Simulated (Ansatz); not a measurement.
**CuF: a single-point run**

The task is a single-point run on CuF. The structure is shown as the input types it. The cell is built on a prototype (wurtzite) and needn't be the phase found in nature.

Method: density functional or hybrid calculation with the settings of its input, plane waves (as first typed), in Ansatz 0.2.0.

2 further runs of the same task are left out: 1 for a known fault of the program, 1 that didn't finish.

## Step 1: Starting point

The structure is hexagonal, space group P6_3mc (No. 186). The conventional cell has a = 2.790 Å, b = 2.790 Å, c = 6.721 Å, α = 90.00°, β = 90.00°, γ = 120.00°. Cu (site symmetry 3m) is surrounded by 4 F at 1.90 to 2.17 Å. F (site symmetry 3m) has 4 Cu at 1.90 to 2.17 Å as nearest neighbours.

The input asks for a charge of -1 e on the cell.

As a file:

```
Cu F
1.0
     2.78978    0.00000    0.00000
    -1.39489    2.41602    0.00000
     0.00000    0.00000    6.72112
Cu F
2 2
Direct
  0.33333 0.66667 0.04599
  0.66667 0.33333 0.54599
  0.33333 0.66667 0.32901
  0.66667 0.33333 0.82901
```

## Step 2: The run

Contents of input.yaml:

```yaml
crystal:
  lattice:
    - [2.7897758173, 0.0, 0.0]
    - [-1.3948879087, 2.4160167287, 0.0]
    - [0.0, 0.0, 6.7211226191]
  atoms:
    - { symbol: Cu, position: [0.3333333333, 0.6666666667, 0.0459865616] }
    - { symbol: Cu, position: [0.6666666667, 0.3333333333, 0.5459865616] }
    - { symbol: F, position: [0.3333333333, 0.6666666667, 0.3290134384] }
    - { symbol: F, position: [0.6666666667, 0.3333333333, 0.8290134384] }
kpoints:
  mp_grid: { grid: [9, 9, 4] }
hamiltonian:
  xc: pbe
scf:
  occupations: { method: fermi_dirac, width: 0.02 }
  n_extra_bands: 5
  max_iter: 78
output:
  forces: true
  stress: true
  eigenvalues: true
total_charge: -1
```

The run is started by

```bash
$ ansatz run input.yaml --threads 4 --pin off --max-ram 3686MiB --backend cpu --events-out ev --progress --plain --runs-dir out
```

**Question.** How will this run end, and is anything wrong with its input?

The program finished normally. It gives a pressure of 17 GPa, which is large; a structure far from rest gives such values too, whatever the setting.

The suspect setting: total_charge is -1. With this charge the calculation describes a differently charged system.

The test: delete total_charge (the default then holds).
